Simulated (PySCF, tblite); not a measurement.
# H5NO3Si, a small molecule taken as a stand-in for a surface group (hydroxylated Si): NMR shifts, core binding energies and electronic excitations, part 2 of 2

tblite 0.8.0 and PySCF 2.14.0. Atoms count from 0, parts from 1.

## (5) Core-electron binding energies: SCAN, X2C

The job: settings as JSON, then the geometry in Å.

```
{"job": {"kind": "xps", "holes": 5}, "charge": 0, "multiplicity": 1}
O     -0.470838    -0.901041    -1.386510
Si     0.173201    -0.011904    -0.143190
O      0.852696     1.354407    -0.783237
O      1.429427    -0.783643     0.607127
N     -1.085297     0.291233     0.964955
H     -0.480476    -1.851577    -1.245984
H      0.240249     1.979046    -1.180421
H      2.293715    -0.563695     0.245704
H     -0.919575     0.610624     1.910138
H     -1.997480    -0.126778     0.843287
```

Level: delta-SCF UKS SCAN, pcX-2 on the ionised atom, pcseg-1 elsewhere, spin-free X2C.

Standard output:

```text
ground state, core basis on atom 0 (O), 130 functions
  cycle   1  E = -573.43064780  |g| = 1.24e+00
  cycle   2  E = -572.97869011  |g| = 1.99e+00
  cycle   3  E = -573.70189497  |g| = 1.57e-01
  cycle   4  E = -573.70532514  |g| = 7.90e-02
  cycle   5  E = -573.70656044  |g| = 1.27e-02
  cycle   6  E = -573.70656946  |g| = 1.04e-02
  cycle   7  E = -573.70658598  |g| = 2.16e-03
  cycle   8  E = -573.70658826  |g| = 3.76e-04
  E(ground) = -573.75030690 Eh
hole in O 1s of atom 0
  cycle   1  E = -553.10958364  |g| = 2.22e+00
  cycle   2  E = -551.89950620  |g| = 2.45e+00
  cycle   3  E = -553.67691843  |g| = 7.49e-01
  cycle   4  E = -553.85060397  |g| = 3.79e-01
  cycle   5  E = -553.90985677  |g| = 6.92e-02
  cycle   6  E = -553.91156751  |g| = 1.96e-02
  cycle   7  E = -553.91169001  |g| = 1.16e-02
  cycle   8  E = -553.91173837  |g| = 3.49e-03
  cycle   9  E = -553.91174306  |g| = 9.10e-04
  cycle  10  E = -553.91174457  |g| = 3.14e-04
  E(ion) = -553.95636132 Eh   <S^2> = 0.7615   hole on atom = 1.000   binding energy = 538.621 eV
ground state, core basis on atom 1 (Si), 141 functions
  cycle   1  E = -573.79589070  |g| = 3.01e-01
  cycle   2  E = -573.79451729  |g| = 1.32e-01
  cycle   3  E = -573.79417323  |g| = 1.34e-01
  cycle   4  E = -573.79735160  |g| = 2.19e-02
  cycle   5  E = -573.79743335  |g| = 3.39e-03
  cycle   6  E = -573.79743439  |g| = 8.27e-04
  cycle   7  E = -573.79743638  |g| = 1.62e-04
  E(ground) = -573.80218624 Eh
hole in Si 2p of atom 1
  cycle   1  E = -569.50363220  |g| = 1.24e+00
  cycle   2  E = -569.34635682  |g| = 1.19e+00
  cycle   3  E = -569.73942938  |g| = 4.01e-01
  cycle   4  E = -569.80184188  |g| = 9.95e-02
  cycle   5  E = -569.80457708  |g| = 3.80e-02
  cycle   6  E = -569.80508817  |g| = 1.63e-02
  cycle   7  E = -569.80519509  |g| = 5.28e-03
  cycle   8  E = -569.80520502  |g| = 1.25e-03
  cycle   9  E = -569.80520633  |g| = 4.91e-04
  E(ion) = -569.82058725 Eh   <S^2> = 0.7512   hole on atom = 1.003   binding energy = 108.345 eV
  2p3/2 = 108.158 eV   2p1/2 = 108.784 eV
ground state, core basis on atom 2 (O), 130 functions
  cycle   1  E = -573.70621396  |g| = 1.03e-01
  cycle   2  E = -573.70555558  |g| = 7.75e-02
  cycle   3  E = -573.70609908  |g| = 5.53e-02
  cycle   4  E = -573.70662458  |g| = 6.11e-03
  cycle   5  E = -573.70663383  |g| = 1.34e-03
  cycle   6  E = -573.70663153  |g| = 3.20e-04
  E(ground) = -573.75036822 Eh
hole in O 1s of atom 2
  cycle   1  E = -553.11032881  |g| = 2.22e+00
  cycle   2  E = -552.12349982  |g| = 2.38e+00
  cycle   3  E = -553.70583859  |g| = 7.04e-01
  cycle   4  E = -553.84209852  |g| = 3.99e-01
  cycle   5  E = -553.90973732  |g| = 8.21e-02
  cycle   6  E = -553.91135962  |g| = 4.96e-02
  cycle   7  E = -553.91225889  |g| = 8.00e-03
  cycle   8  E = -553.91228219  |g| = 4.16e-03
  cycle   9  E = -553.91228959  |g| = 1.82e-03
  cycle  10  E = -553.91229071  |g| = 6.76e-04
  cycle  11  E = -553.91229098  |g| = 1.10e-04
  E(ion) = -553.95768567 Eh   <S^2> = 0.7613   hole on atom = 1.000   binding energy = 538.586 eV
ground state, core basis on atom 3 (O), 130 functions
  cycle   1  E = -573.70587289  |g| = 1.18e-01
  cycle   2  E = -573.70362410  |g| = 1.35e-01
  cycle   3  E = -573.70658874  |g| = 4.27e-02
  cycle   4  E = -573.70690688  |g| = 6.58e-03
  cycle   5  E = -573.70691347  |g| = 1.99e-03
  cycle   6  E = -573.70691347  |g| = 3.42e-04
  E(ground) = -573.75054305 Eh
hole in O 1s of atom 3
  cycle   1  E = -553.10955466  |g| = 2.22e+00
  cycle   2  E = -552.27656782  |g| = 2.31e+00
  cycle   3  E = -553.73777379  |g| = 6.54e-01
  cycle   4  E = -553.84791057  |g| = 3.83e-01
  cycle   5  E = -553.90973175  |g| = 7.60e-02
  cycle   6  E = -553.91127825  |g| = 4.54e-02
  cycle   7  E = -553.91203314  |g| = 8.02e-03
  cycle   8  E = -553.91206134  |g| = 3.22e-03
  cycle   9  E = -553.91206599  |g| = 1.77e-03
  cycle  10  E = -553.91206664  |g| = 1.02e-03
  cycle  11  E = -553.91206730  |g| = 1.66e-04
  E(ion) = -553.95673016 Eh   <S^2> = 0.7616   hole on atom = 1.000   binding energy = 538.617 eV
ground state, core basis on atom 4 (N), 130 functions
  cycle   1  E = -573.68856916  |g| = 9.59e-02
  cycle   2  E = -573.68711941  |g| = 1.10e-01
  cycle   3  E = -573.68914013  |g| = 3.16e-02
  cycle   4  E = -573.68931294  |g| = 8.57e-03
  cycle   5  E = -573.68932471  |g| = 9.55e-04
  cycle   6  E = -573.68932641  |g| = 2.24e-04
  E(ground) = -573.73376617 Eh
hole in N 1s of atom 4
  cycle   1  E = -558.12311113  |g| = 1.86e+00
  cycle   2  E = -557.65923018  |g| = 1.96e+00
  cycle   3  E = -558.75998666  |g| = 3.96e-01
  cycle   4  E = -558.78227754  |g| = 2.80e-01
  cycle   5  E = -558.81092242  |g| = 3.71e-02
  cycle   6  E = -558.81120629  |g| = 2.51e-02
  cycle   7  E = -558.81143678  |g| = 4.03e-03
  cycle   8  E = -558.81144435  |g| = 9.21e-04
  cycle   9  E = -558.81144516  |g| = 3.61e-04
  E(ion) = -558.85483906 Eh   <S^2> = 0.7636   hole on atom = 1.000   binding energy = 404.876 eV
```

It took 29 s on 1 thread of Intel Xeon Platinum 8259CL at 2.50GHz, shared host; peak memory 0.46 GiB.

The holes in one table. −ε is the ground-state orbital energy:

| hole | stands for | environment | ΔSCF (eV; 2p as the shell's mean) | −ε (eV) | ⟨S²⟩ |
| --- | --- | --- | --- | --- | --- |
| O1s on O0 | O0 | oxygen bonded to Si, H | 538.62 | 516.5 | 0.762 |
| Si2p on Si1 | Si1 | silicon bonded to N, 3 O | 108.37 | 97.0 | 0.751 |
| O1s on O2 | O2 | oxygen bonded to Si, H | 538.59 | 516.4 | 0.761 |
| O1s on O3 | O3 | oxygen bonded to Si, H | 538.62 | 516.5 | 0.762 |
| N1s on N4 | N4 | nitrogen bonded to Si, 2 H | 404.88 | 385.4 | 0.764 |

With the spin-orbit splitting: Si1 2p3/2 108.16, 2p1/2 108.78 eV. The table gives each 2p level as the mean over the whole 2p shell (two parts 2p3/2, one part 2p1/2), which differs a little from the single hole in the log.

## (6) Excited states and response: CAM-B3LYP/def2-SVPD

Settings changed since step 5:

```diff
@@ -1,2 +1,2 @@
-{"job": {"kind": "xps", "holes": 5}, "charge": 0, "multiplicity": 1}
+{"job": {"kind": "uv", "xc": "CAM-B3LYP", "basis": "def2-SVPD", "nstates": 6, "ntriplets": 2, "ip": true}, "charge": 0, "multiplicity": 1}
 O     -0.470838    -0.901041    -1.386510
```

Level: TDDFT CAM-B3LYP/def2-SVPD, vertical, gas phase, core orbitals frozen in the response.

Standard output:

```text
coarse grid: 9048 points
cycle   1  E = -572.4368331810  dE =  6.214e-01  |g| = 1.084e+00  |ddm| = 4.016e+00
cycle   2  E = -572.3471385927  dE =  8.969e-02  |g| = 1.317e+00  |ddm| = 3.196e+00
cycle   3  E = -572.6586788448  dE = -3.115e-01  |g| = 6.692e-02  |ddm| = 1.590e+00
cycle   4  E = -572.6592916253  dE = -6.128e-04  |g| = 3.686e-02  |ddm| = 1.014e-01
cycle   5  E = -572.6595737756  dE = -2.822e-04  |g| = 6.371e-03  |ddm| = 5.436e-02
cycle   6  E = -572.6595828709  dE = -9.095e-06  |g| = 8.856e-04  |ddm| = 1.090e-02
final grid: 83408 points
cycle   7  E = -572.7513937868  dE = -2.084e-05  |g| = 2.524e-03  |ddm| = 2.760e-02
cycle   8  E = -572.7513937042  dE =  8.263e-08  |g| = 2.831e-03  |ddm| = 5.954e-03
cycle   9  E = -572.7513953014  dE = -1.597e-06  |g| = 2.495e-04  |ddm| = 2.915e-03
cycle  10  E = -572.7513953132  dE = -1.179e-08  |g| = 1.673e-04  |ddm| = 5.073e-04
cycle  11  E = -572.7513953187  dE = -5.482e-09  |g| = 4.026e-05  |ddm| = 2.093e-04
cycle  12  E = -572.7513953190  dE = -3.554e-10  |g| = 6.432e-06  |ddm| = 7.206e-05
converged SCF energy = -572.7513953190

Static polarisability (au): isotropic 44.105, principal 42.913 43.916 45.486

Singlet excitations
state   eV       nm        f      main configurations
  1   6.6404    186.7   0.04741   H->L 0.86, H->L+3 0.08
  2   7.8872    157.2   0.00299   H->L+3 0.36, H-2->L 0.27, H->L+1 0.08
  3   7.9244    156.5   0.03572   H-1->L 0.75
  4   8.2087    151.0   0.00853   H-2->L 0.48, H->L+3 0.29
  5   8.2737    149.9   0.05220   H->L+1 0.60, H-3->L 0.16, H->L+3 0.09
  6   8.5123    145.7   0.05582   H->L+2 0.24, H-3->L 0.21, H->L+4 0.17

Triplet excitations (Tamm-Dancoff, eV): 6.3101 7.5901
Vertical ionisation energy (delta-SCF) = 10.3550 eV
```

Wall time 33 s (1 thread of Intel Xeon Platinum 8259CL at 2.50GHz, shared host); peak memory 0.77 GiB.

The orbitals next to the gap, with their largest atomic shares:

| orbital | eV | atoms |
| --- | --- | --- |
| HOMO−3 | -11.30 | O2 36 %, O0 30 %, Si1 10 % |
| HOMO−2 | -10.85 | O2 46 %, O0 20 %, O3 19 % |
| HOMO−1 | -10.71 | O0 46 %, O3 42 % |
| HOMO | -9.24 | N4 68 %, O2 7 %, H9 7 % |
| LUMO | 0.48 | Si1 42 %, O0 11 %, O3 9 % |
| LUMO+1 | 1.76 | O0 29 %, O2 26 %, H6 15 % |
| LUMO+2 | 1.88 | O3 35 %, O2 20 %, H7 19 % |

With each of the 6 states as a Gaussian band of 0.4 eV half-width at 1/e, the curve within the window shown has maxima at 187 nm (ε 1,900), 149 nm (ε 4,800) L/(mol cm). Beyond the last state computed it falls off for lack of states. The curve at chosen wavelengths:

| nm | ε (L/mol/cm) |
| --- | --- |
| 141 | 1679 |
| 144 | 3225 |
| 146 | 4128 |
| 149 | 4770 |
| 151 | 4665 |
| 154 | 3950 |
| 156 | 3288 |
| 159 | 2251 |
| 161 | 1623 |
| 164 | 882 |
| 167 | 437 |
| 169 | 300 |
| 172 | 309 |
| 174 | 443 |
| 177 | 801 |
| 179 | 1106 |
| 182 | 1557 |
| 185 | 1858 |
| 187 | 1920 |
| 190 | 1793 |
| 192 | 1594 |
| 195 | 1208 |
| 197 | 944 |
| 200 | 599 |
| 202 | 420 |
| 205 | 229 |

Ground-state properties from the same run:

| property | computed |
| --- | --- |
| dipole moment (D) | 1.22 |
| polarisability (Å³) | 6.54 |
| HOMO–LUMO gap (eV) | 9.72 |
| −ε(HOMO) (eV) | 9.24 |

## (7) Outcome

What follows sums up all 2 parts.

```
                                quantity                               value
                             point group                                  C1
    rotational constants (main isotopes)                4.02, 3.77, 3.66 GHz
   1H shifts against TMS (PBE0/pcSseg-2)    1.62, 1.48, 1.43, 0.94, 0.82 ppm
  17O shifts against H2O (PBE0/pcSseg-2)                57.7, 54.6, 51.7 ppm
 29Si shifts against TMS (PBE0/pcSseg-2)                           -53.0 ppm
  15N shifts against NH3 (PBE0/pcSseg-2)                            22.1 ppm
   surface potential, 1st and 99th percentile                  -1.41 V and 2.42 V
        O1s binding energies, SCAN/pcX-2  O0 538.62, O3 538.62, O2 538.59 eV
       Si2p binding energies, SCAN/pcX-2                       Si1 108.37 eV
        N1s binding energies, SCAN/pcX-2                        N4 404.88 eV
    lowest singlet (CAM-B3LYP/def2-SVPD)         6.64 eV (187 nm), f = 0.047
brightest single state of those computed         state 6, 8.51 eV, f = 0.056
                          lowest triplet                             6.31 eV
       vertical ionisation energy (ΔSCF)                            10.35 eV
```

The optimisation took 13 steps and gained 0.157 eV; among the close pairs (by a distance rule), Si1–O2 changed most, from 1.620 to 1.655 Å (PBE0/def2-SVP). No frequency check was run at this level, so the end point may be a saddle. The O1s levels computed lie within 0.03 eV of one another, too close to rank. The first singlet state (HOMO→LUMO 0.86, HOMO→LUMO+3 0.08) lies at 6.64 eV and is weak; of the 6 states computed, the strongest absorption comes from state 6 at 8.51 eV (the last computed, so partners may be missing). The lowest triplet lies 0.33 eV below the lowest singlet (triplets in Tamm-Dancoff, singlets in full TDDFT). ΔSCF puts the ionisation energy at 10.35 eV, 1.11 eV above −ε(HOMO).
